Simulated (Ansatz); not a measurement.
# C4H10Si: two geometries relaxed

Aim: relax the geometries before and after the shift of H9 from C2 to C3, and see whether they are two minima and how far apart in energy. SMILES of the start: CCC=C[SiH3].

Method: RKS PBE0-D4/def2-SVP, in Ansatz 0.2.0.

**1. The starting structure**

Bond lengths: C1–C2 1.479 Å, C2–C3 1.486 Å, C3–C4 1.396 Å, C4–Si5 1.789 Å, C1–H6 1.085 Å, C1–H7 1.074 Å, C1–H8 1.155 Å, C2–H9 1.066 Å, C2–H10 1.097 Å, C3–H11 1.122 Å, C4–H12 1.062 Å, Si5–H13 1.441 Å, Si5–H14 1.513 Å, Si5–H15 1.477 Å. Angles (14 of 24 angles, heavy atoms first): C1–C2–C3 111.2°, C2–C3–C4 124.8°, C3–C4–Si5 126.6°, C1–C2–H9 111.5°, C1–C2–H10 107.6°, C3–C2–H9 108.9°, C3–C2–H10 108.5°, C2–C1–H6 112.9°, C2–C1–H7 113.7°, C2–C1–H8 107.9°, C2–C3–H11 116.7°, C4–C3–H11 118.1°, C3–C4–H12 118.0°, Si5–C4–H12 114.7°.

Structure file:

```xyz
15

C    -1.7330   -1.5397   -0.6792
C    -0.2958   -1.2415   -0.8613
C     0.1981   -0.3176    0.1930
C     0.8455    0.8945   -0.0502
Si    1.4385    2.0525    1.1771
H    -2.1390   -2.1602   -1.4712
H    -1.9712   -1.9482    0.2851
H    -2.3152   -0.5469   -0.7732
H    -0.1043   -0.8094   -1.8173
H     0.2527   -2.1878   -0.7787
H     0.1487   -0.6869    1.2514
H     0.8663    1.2563   -1.0485
H     2.8181    2.3571    0.8935
H     1.2851    1.5055    2.5795
H     0.6838    3.3217    1.1292
```

**2. Relaxing end A**

The input, input.yaml:

```yaml
crystal:
  periodic: [false, false, false]
  atoms:
    - { symbol: C, position_ang: [-1.733, -1.5397, -0.6792] }
    - { symbol: C, position_ang: [-0.2958, -1.2415, -0.8613] }
    - { symbol: C, position_ang: [0.1981, -0.3176, 0.193] }
    - { symbol: C, position_ang: [0.8455, 0.8945, -0.0502] }
    - { symbol: Si, position_ang: [1.4385, 2.0525, 1.1771] }
    - { symbol: H, position_ang: [-2.139, -2.1602, -1.4712] }
    - { symbol: H, position_ang: [-1.9712, -1.9482, 0.2851] }
    - { symbol: H, position_ang: [-2.3152, -0.5469, -0.7732] }
    - { symbol: H, position_ang: [-0.1043, -0.8094, -1.8173] }
    - { symbol: H, position_ang: [0.2527, -2.1878, -0.7787] }
    - { symbol: H, position_ang: [0.1487, -0.6869, 1.2514] }
    - { symbol: H, position_ang: [0.8663, 1.2563, -1.0485] }
    - { symbol: H, position_ang: [2.8181, 2.3571, 0.8935] }
    - { symbol: H, position_ang: [1.2851, 1.5055, 2.5795] }
    - { symbol: H, position_ang: [0.6838, 3.3217, 1.1292] }
basis:
  gaussian: { orbitals: def2-SVP }
hamiltonian:
  xc: pbe0
  dispersion: d4
relax:
  f_tol: 0.02
  max_steps: 50
```

The run is started by

```sh
ansatz run input.yaml --threads 2 --pin off --max-ram 3072MiB --backend cpu --events-out ev --progress --plain --runs-dir out
```

The log of the run, cut to the lines that bear on the results:

```text
Warning: RAYON_NUM_THREADS=2 ignored (pool sized by the plan → 2); use --threads N
[...]
Functional definition: PBE0
[...]
1390 factors; integrals over basis functions are off by at most 5.0e-4 eV
[...]
mean field -12173.53515304 eV, -447.3691653557 hartree, gradient 2.4e-5 eV, S^2 0.000000; 0 other end points of the search recorded, 0 dependent functions left out
[...]
reference -12173.53518478 eV, -447.3691665222 hartree; 24, 24 occupied and 100, 100 virtual orbitals, 1390 factors
relax step   1: F+E_penalty+E_count = -12173.78081718 eV  Δ(F+E_penalty+E_count) = +0.000e0 eV  max|allowed force component| = 3.446e0 eV/Å  Δτ_max = 0.0000 Å  (24 SCF iters, accepted)
[...]
relax step   3: F+E_penalty+E_count = -12174.12969222 eV  Δ(F+E_penalty+E_count) = -1.915e-2 eV  max|allowed force component| = 4.512e-1 eV/Å  Δτ_max = 0.2000 Å  (27 SCF iters, accepted)
[...]
relax step   5: F+E_penalty+E_count = -12174.19101468 eV  Δ(F+E_penalty+E_count) = -4.778e-3 eV  max|allowed force component| = 1.563e-1 eV/Å  Δτ_max = 0.0807 Å  (28 SCF iters, accepted)
[...]
relax step   7: F+E_penalty+E_count = -12174.19446793 eV  Δ(F+E_penalty+E_count) = -5.246e-4 eV  max|allowed force component| = 2.346e-2 eV/Å  Δτ_max = 0.0073 Å  (22 SCF iters, accepted)
[...]
relax step   8: F+E_penalty+E_count = -12174.19467987 eV  Δ(F+E_penalty+E_count) = -2.119e-4 eV  max|allowed force component| = 2.373e-2 eV/Å  Δτ_max = 0.0233 Å  (29 SCF iters, accepted)
[...]
reference -12173.95057878 eV, -447.3844319700 hartree; 24, 24 occupied and 100, 100 virtual orbitals, 1390 factors
Total energy: -12174.19481523 eV, -447.3934074941 hartree
Atom 0 at    -1.776977    -1.521498    -0.668366 Å, force     0.006853     0.005417    -0.005157 eV/Å
Atom 1 at    -0.291179    -1.232108    -0.864140 Å, force     0.004289    -0.003396    -0.003462 eV/Å
Atom 2 at     0.249059    -0.276181     0.152307 Å, force    -0.006513    -0.003149    -0.008248 eV/Å
Atom 3 at     0.801465     0.918522    -0.105929 Å, force     0.008061     0.005667     0.003157 eV/Å
Atom 4 at     1.437895     2.068031     1.216559 Å, force    -0.000786    -0.000128    -0.002065 eV/Å
Atom 5 at    -2.140304    -2.253702    -1.405131 Å, force     0.002098    -0.004473     0.003557 eV/Å
Atom 6 at    -1.976392    -1.929611     0.335237 Å, force    -0.003836    -0.004311    -0.000463 eV/Å
Atom 7 at    -2.375675    -0.604357    -0.778126 Å, force    -0.001428     0.002289     0.002387 eV/Å
Atom 8 at    -0.107375    -0.837763    -1.877031 Å, force    -0.003258     0.002111     0.003154 eV/Å
Atom 9 at     0.272429    -2.180481    -0.790959 Å, force    -0.003750     0.002777     0.002927 eV/Å
Atom 10 at     0.154957    -0.604783     1.198196 Å, force     0.000679    -0.001288     0.005236 eV/Å
Atom 11 at     0.880325     1.228023    -1.157952 Å, force    -0.002877    -0.000650    -0.004272 eV/Å
Atom 12 at     2.894386     2.360429     1.029917 Å, force    -0.000127    -0.001605     0.001996 eV/Å
Atom 13 at     1.237398     1.434095     2.556247 Å, force     0.000173     0.000949     0.000647 eV/Å
Atom 14 at     0.718287     3.380784     1.188370 Å, force     0.000422    -0.000209     0.000606 eV/Å
Dipole moment:    -0.124981    -0.219886    -0.133997 e Å
```

Wall time 48 s (2 threads of Intel Xeon Platinum 8259CL at 2.50GHz (Skylake/Cascade Lake), shared host); peak memory 0.32 GiB.

Step by step:

| step | energy from step 1 (eV) | largest force component (eV/Å) |
| --- | --- | --- |
| 1 | 0.0000 | 3.4456 |
| 2 | -0.3297 | 1.4653 |
| 3 | -0.3489 | 0.4512 |
| 4 | -0.4054 | 0.4024 |
| 5 | -0.4102 | 0.1563 |
| 6 | -0.4131 | 0.0583 |
| 7 | -0.4137 | 0.0235 |
| 8 | -0.4139 | 0.0237 |
| 9 | -0.4140 | 0.0082 |

Step 1 is the start.

After: Bond lengths: C1–C2 1.526 Å, C2–C3 1.496 Å, C3–C4 1.341 Å, C4–Si5 1.864 Å, C1–H6 1.100 Å, C1–H7 1.102 Å, C1–H8 1.101 Å, C2–H9 1.102 Å, C2–H10 1.106 Å, C3–H11 1.100 Å, C4–H12 1.099 Å, Si5–H13 1.497 Å, Si5–H14 1.496 Å, Si5–H15 1.497 Å. Angles (14 of 24 angles, heavy atoms first): C1–C2–C3 112.7°, C2–C3–C4 125.9°, C3–C4–Si5 123.6°, C1–C2–H9 110.4°, C1–C2–H10 109.0°, C3–C2–H9 109.6°, C3–C2–H10 108.6°, C2–C1–H6 111.2°, C2–C1–H7 111.3°, C2–C1–H8 111.0°, C2–C3–H11 115.1°, C4–C3–H11 119.0°, C3–C4–H12 117.7°, Si5–C4–H12 118.7°.

**3. Relaxing end B**

The second end starts from a geometry with the move made by hand.

Edit input.yaml of step 2 so:

```diff
@@ -11,3 +11,3 @@
     - { symbol: H, position_ang: [-2.3152, -0.5469, -0.7732] }
-    - { symbol: H, position_ang: [-0.1043, -0.8094, -1.8173] }
+    - { symbol: H, position_ang: [-0.4217, 0.10548, -0.59754] }
     - { symbol: H, position_ang: [0.2527, -2.1878, -0.7787] }
@@ -26 +26,3 @@
   max_steps: 50
+output:
+  orbitals: {}
```

The run is started by

```sh
ansatz run input.yaml --threads 2 --pin off --max-ram 3072MiB --backend cpu --events-out ev --progress --plain --runs-dir out
```

The log of the run, cut to the lines that bear on the results:

```text
Warning: RAYON_NUM_THREADS=2 ignored (pool sized by the plan → 2); use --threads N
[...]
[... 1 set-up line as earlier in the session ...]
[...]
1387 factors; integrals over basis functions are off by at most 5.0e-4 eV
[...]
mean field -12168.08276135 eV, -447.1687936568 hartree, gradient 3.4e-5 eV, S^2 0.000000; 0 other end points of the search recorded, 0 dependent functions left out
[...]
reference -12168.08279146 eV, -447.1687947635 hartree; 24, 24 occupied and 100, 100 virtual orbitals, 1387 factors
relax step   1: F+E_penalty+E_count = -12168.32450498 eV  Δ(F+E_penalty+E_count) = +0.000e0 eV  max|allowed force component| = 4.563e0 eV/Å  Δτ_max = 0.0000 Å  (28 SCF iters, accepted)
[...]
relax step   4: F+E_penalty+E_count = -12172.24580250 eV  Δ(F+E_penalty+E_count) = -1.220e0 eV  max|allowed force component| = 3.416e0 eV/Å  Δτ_max = 0.1933 Å  (29 SCF iters, accepted)
[...]
relax step   7: F+E_penalty+E_count = -12173.95777434 eV  Δ(F+E_penalty+E_count) = -2.786e-1 eV  max|allowed force component| = 1.086e0 eV/Å  Δτ_max = 0.1948 Å  (27 SCF iters, accepted)
[...]
relax step  10: F+E_penalty+E_count = -12174.17473168 eV  Δ(F+E_penalty+E_count) = -3.676e-2 eV  max|allowed force component| = 1.786e-1 eV/Å  Δτ_max = 0.1997 Å  (27 SCF iters, accepted)
[...]
relax step  11: F+E_penalty+E_count = -12174.17938431 eV  Δ(F+E_penalty+E_count) = -4.653e-3 eV  max|allowed force component| = 5.180e-1 eV/Å  Δτ_max = 0.1931 Å  (27 SCF iters, accepted)
[...]
relax step  12: F+E_penalty+E_count = -12174.18683399 eV  Δ(F+E_penalty+E_count) = -7.450e-3 eV  max|allowed force component| = 2.325e-1 eV/Å  Δτ_max = 0.0552 Å  (29 SCF iters, accepted)
[...]
1387 factors; integrals over basis functions are off by at most 8.0e-4 eV
[...]
```

**4. The output, continued: end point B relaxed**

The log, continued:

```text
mean field -12173.94941636 eV, -447.3843892519 hartree, gradient 1.1e-5 eV, S^2 0.000000; 0 other end points of the search recorded, 0 dependent functions left out
the calculation of the forces begins
reference -12173.94944823 eV, -447.3843904230 hartree; 24, 24 occupied and 100, 100 virtual orbitals, 1387 factors
relax step  13: F+E_penalty+E_count = -12174.19311642 eV  Δ(F+E_penalty+E_count) = -6.282e-3 eV  max|allowed force component| = 6.025e-2 eV/Å  Δτ_max = 0.0551 Å  (28 SCF iters, accepted)
these checks for a lower state are left out or cut short: starts, cluster_reference, orbital_swaps, neighbouring_geometries, increment
1387 factors; integrals over basis functions are off by at most 8.0e-4 eV
mean field -12173.94829110 eV, -447.3843478993 hartree, gradient 1.0e-5 eV, S^2 0.000000; 0 other end points of the search recorded, 0 dependent functions left out
the calculation of the forces begins
reference -12173.94832297 eV, -447.3843490706 hartree; 24, 24 occupied and 100, 100 virtual orbitals, 1387 factors
relax step  14: F+E_penalty+E_count = -12174.19180908 eV  Δ(F+E_penalty+E_count) = +1.307e-3 eV  max|allowed force component| = 1.059e-1 eV/Å  Δτ_max = 0.0211 Å  (29 SCF iters, rejected (line search))
these checks for a lower state are left out or cut short: starts, cluster_reference, orbital_swaps, neighbouring_geometries, increment
1387 factors; integrals over basis functions are off by at most 8.0e-4 eV
mean field -12173.94990582 eV, -447.3844072392 hartree, gradient 1.2e-5 eV, S^2 0.000000; 0 other end points of the search recorded, 0 dependent functions left out
the calculation of the forces begins
reference -12173.94993767 eV, -447.3844084098 hartree; 24, 24 occupied and 100, 100 virtual orbitals, 1387 factors
relax step  15: F+E_penalty+E_count = -12174.19361127 eV  Δ(F+E_penalty+E_count) = -4.948e-4 eV  max|allowed force component| = 2.963e-2 eV/Å  Δτ_max = 0.0103 Å  (23 SCF iters, accepted)
these checks for a lower state are left out or cut short: starts, cluster_reference, orbital_swaps, neighbouring_geometries, increment
1387 factors; integrals over basis functions are off by at most 8.1e-4 eV
mean field -12173.95028946 eV, -447.3844213377 hartree, gradient 1.0e-5 eV, S^2 0.000000; 0 other end points of the search recorded, 0 dependent functions left out
the calculation of the forces begins
reference -12173.95032125 eV, -447.3844225060 hartree; 24, 24 occupied and 100, 100 virtual orbitals, 1387 factors
relax step  16: F+E_penalty+E_count = -12174.19417479 eV  Δ(F+E_penalty+E_count) = -5.635e-4 eV  max|allowed force component| = 3.248e-2 eV/Å  Δτ_max = 0.0352 Å  (27 SCF iters, accepted)
these checks for a lower state are left out or cut short: starts, cluster_reference, orbital_swaps, neighbouring_geometries, increment
1387 factors; integrals over basis functions are off by at most 8.1e-4 eV
mean field evaluation 128: about -12173.9505 eV, gradient 1.0e-5 eV
mean field -12173.95045599 eV, -447.3844274578 hartree, gradient 1.0e-5 eV, S^2 0.000000; 0 other end points of the search recorded, 0 dependent functions left out
the calculation of the forces begins
reference -12173.95048773 eV, -447.3844286241 hartree; 24, 24 occupied and 100, 100 virtual orbitals, 1387 factors
relax step  17: F+E_penalty+E_count = -12174.19456142 eV  Δ(F+E_penalty+E_count) = -3.866e-4 eV  max|allowed force component| = 4.010e-2 eV/Å  Δτ_max = 0.0415 Å  (28 SCF iters, accepted)
these checks for a lower state are left out or cut short: starts, cluster_reference, orbital_swaps, neighbouring_geometries, increment
1387 factors; integrals over basis functions are off by at most 8.2e-4 eV
mean field -12173.95054916 eV, -447.3844308817 hartree, gradient 1.1e-5 eV, S^2 0.000000; 0 other end points of the search recorded, 0 dependent functions left out
the calculation of the forces begins
reference -12173.95058088 eV, -447.3844320471 hartree; 24, 24 occupied and 100, 100 virtual orbitals, 1387 factors
relax step  18: F+E_penalty+E_count = -12174.19475148 eV  Δ(F+E_penalty+E_count) = -1.901e-4 eV  max|allowed force component| = 2.621e-2 eV/Å  Δτ_max = 0.0276 Å  (29 SCF iters, accepted)
these checks for a lower state are left out or cut short: starts, cluster_reference, orbital_swaps, neighbouring_geometries, increment
1387 factors; integrals over basis functions are off by at most 8.2e-4 eV
mean field -12173.95061435 eV, -447.3844332774 hartree, gradient 1.1e-5 eV, S^2 0.000000; 0 other end points of the search recorded, 0 dependent functions left out
the calculation of the forces begins
reference -12173.95064607 eV, -447.3844344429 hartree; 24, 24 occupied and 100, 100 virtual orbitals, 1387 factors
relax step  19: F+E_penalty+E_count = -12174.19482940 eV  Δ(F+E_penalty+E_count) = -7.792e-5 eV  max|allowed force component| = 1.271e-2 eV/Å  Δτ_max = 0.0198 Å  (22 SCF iters, accepted)
1387 factors; integrals over basis functions are off by at most 8.2e-4 eV
mean field -12173.95061435 eV, -447.3844332774 hartree, gradient 1.1e-5 eV, S^2 0.000000; 1 other end points of the search recorded, 0 dependent functions left out
the calculation of the forces begins
reference -12173.95064607 eV, -447.3844344429 hartree; 24, 24 occupied and 100, 100 virtual orbitals, 1387 factors
Total energy: -12174.19486112 eV, -447.3934091805 hartree
Atom 0 at    -1.813269    -1.455474    -0.560834 Å, force    -0.001708     0.001832     0.001582 eV/Å
Atom 1 at    -0.346181    -1.129441    -0.826581 Å, force     0.001131    -0.005536    -0.002852 eV/Å
Atom 2 at     0.237515    -0.216037     0.204479 Å, force    -0.005049     0.010194     0.003501 eV/Å
Atom 3 at     0.761711     0.997416    -0.024416 Å, force     0.012707    -0.007293     0.002558 eV/Å
Atom 4 at     1.456994     2.088818     1.317598 Å, force     0.004555     0.007873     0.000391 eV/Å
Atom 5 at    -2.207096    -2.157002    -1.311646 Å, force    -0.000045    -0.000212     0.000199 eV/Å
Atom 6 at    -1.947632    -1.917835     0.430188 Å, force    -0.000694     0.000699    -0.003495 eV/Å
Atom 7 at    -2.432014    -0.545300    -0.588365 Å, force     0.002148    -0.003439     0.000009 eV/Å
Atom 8 at    -0.227754    -0.681472    -1.826816 Å, force    -0.001130    -0.000588     0.001863 eV/Å
Atom 9 at     0.234547    -2.070216    -0.833985 Å, force     0.000237     0.003130     0.001328 eV/Å
Atom 10 at     0.203459    -0.595170     1.237105 Å, force    -0.000242    -0.000639    -0.002523 eV/Å
Atom 11 at     0.781719     1.357261    -1.063169 Å, force    -0.005198     0.002044    -0.000368 eV/Å
Atom 12 at     2.905469     2.389053     1.083224 Å, force    -0.007648    -0.003016    -0.000751 eV/Å
Atom 13 at     1.313725     1.397389     2.636332 Å, force    -0.001528     0.003211    -0.004010 eV/Å
Atom 14 at     0.739706     3.402289     1.375844 Å, force     0.002462    -0.008262     0.002567 eV/Å
Dipole moment:    -0.129702    -0.215760    -0.138112 e Å
```

It took 1.7 min on 2 threads of Intel Xeon Platinum 8259CL at 2.50GHz (Skylake/Cascade Lake), shared host; peak memory 0.33 GiB.

Relaxation path:

| step | energy from step 1 (eV) | largest force component (eV/Å) |
| --- | --- | --- |
| 1 | 0.0000 | 4.5626 |
| 2 | -1.2990 | 4.0243 |
| 3 | -2.7008 | 4.0350 |
| 4 | -3.9213 | 3.4158 |
| 5 | -4.8444 | 2.4288 |
| 6 | -5.3547 | 1.4660 |
| 7 | -5.6333 | 1.0862 |
| 8 | -5.7676 | 0.4300 |
| 9 | -5.8135 | 0.3367 |
| 10 | -5.8502 | 0.1786 |
| 11 | -5.8549 | 0.5180 |
| 12 | -5.8623 | 0.2325 |
| 13 | -5.8686 | 0.0602 |
| 14x | -5.8673 | 0.1059 |
| 15 | -5.8691 | 0.0296 |
| 16 | -5.8697 | 0.0325 |
| 17 | -5.8701 | 0.0401 |
| 18 | -5.8702 | 0.0262 |
| 19 | -5.8703 | 0.0127 |

Step 1 is the start. 1 step was tried and not accepted (marked x).

After: Bond lengths: C1–C2 1.526 Å, C2–C3 1.496 Å, C3–C4 1.342 Å, C4–Si5 1.864 Å, C1–H6 1.100 Å, C1–H7 1.102 Å, C1–H8 1.101 Å, C2–H9 1.102 Å, C2–H10 1.106 Å, C3–H11 1.101 Å, C4–H12 1.099 Å, Si5–H13 1.498 Å, Si5–H14 1.496 Å, Si5–H15 1.498 Å. Angles (14 of 24 angles, heavy atoms first): C1–C2–C3 112.7°, C2–C3–C4 126.0°, C3–C4–Si5 123.5°, C1–C2–H9 110.4°, C1–C2–H10 108.9°, C3–C2–H9 109.6°, C3–C2–H10 108.6°, C2–C1–H6 111.2°, C2–C1–H7 111.3°, C2–C1–H8 111.1°, C2–C3–H11 115.1°, C4–C3–H11 118.9°, C3–C4–H12 117.7°, Si5–C4–H12 118.8°.

Pairs that crossed the distance rule for bonds on the way: came closer C2–H9; moved apart C3–H9.

**5. What came out**

```
                           quantity                     value
                              end A   8 moves, 0.414 eV lower
                              end B  17 moves, 5.870 eV lower
largest difference between the ends                    0.03 Å
            end B relative to end A                 -0.000 eV
```

**Reading.** Both starts fell into the same minimum (no atom differs by more than 0.03 Å), so from this start no second minimum was found and no band was run; another arrangement could still be one.
